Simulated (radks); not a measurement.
**Br¹³⁺ in [Ar] 3d4: an all-electron calculation**

The task here is to estimate one member of a computed series from the others.

Method: scalar-relativistic Kohn-Sham, PBE, spin-polarised, spherical densities, point nucleus; open shells are filled with parallel spins first. Code: radks (a radial shooting solver on a logarithmic mesh, Libxc functionals) version 1.

## Starting point

```
element       : bromine (Z = 35)
charge        : +13
electrons     : 22
configuration : [Ar] 3d4
```

Outer shells as boxes (Hund's rule):

Br¹³⁺
```
[Ar] core
3d [↑ ][↑ ][↑ ][↑ ][  ]
```

Set-up of the first run:

Input:

```text
Z 35
configuration [Ar] 3d4 4s0 4p0
relativity scalar-relativistic
functional pbe,pbe
spin polarised
nucleus point
c 137.035999084
```

One of the session's tables, all rows but one given; the rest of the session is left out.

It belongs to the step «Orbitals and density». From the orbitals of this run (lengths in bohr):

```
  level      <r>  outermost maximum (interpolated)  90 % within  nodes
  1s up  0.04275                            0.0279       0.0765      0
1s down  0.04275                            0.0279       0.0765      0
  2s up   0.1892                             0.159        0.292      1
2s down   0.1888                             0.159        0.292      1
  2p up   0.1652                             0.127        0.269      0
2p down   0.1648                             0.127        0.268      0
  3s up   0.5134                             0.467        0.753      2
3s down   0.5159                             0.468        0.757      2
  3p up        ?                                 ?            ?      ?
3p down   0.5150                             0.460        0.772      1
  3d up   0.4827                             0.390        0.757      0
3d down   0.4875                             0.393        0.766      0
  4s up    1.096                              1.06         1.55      3
4s down    1.103                              1.07         1.56      3
  4p up    1.134                              1.10         1.62      2
4p down    1.142                              1.10         1.63      2
```

**Question.** Estimate the row for 3p up.

The run gave: <r>: 0.5118; outermost maximum (interpolated): 0.458; 90 % within: 0.766; nodes: 1. In the column «<r>» it lies between 3d down (0.4875) and 3s up (0.5134).

To keep in mind: Open shells are spherical and high-spin; term and fine-structure splittings are not resolved.
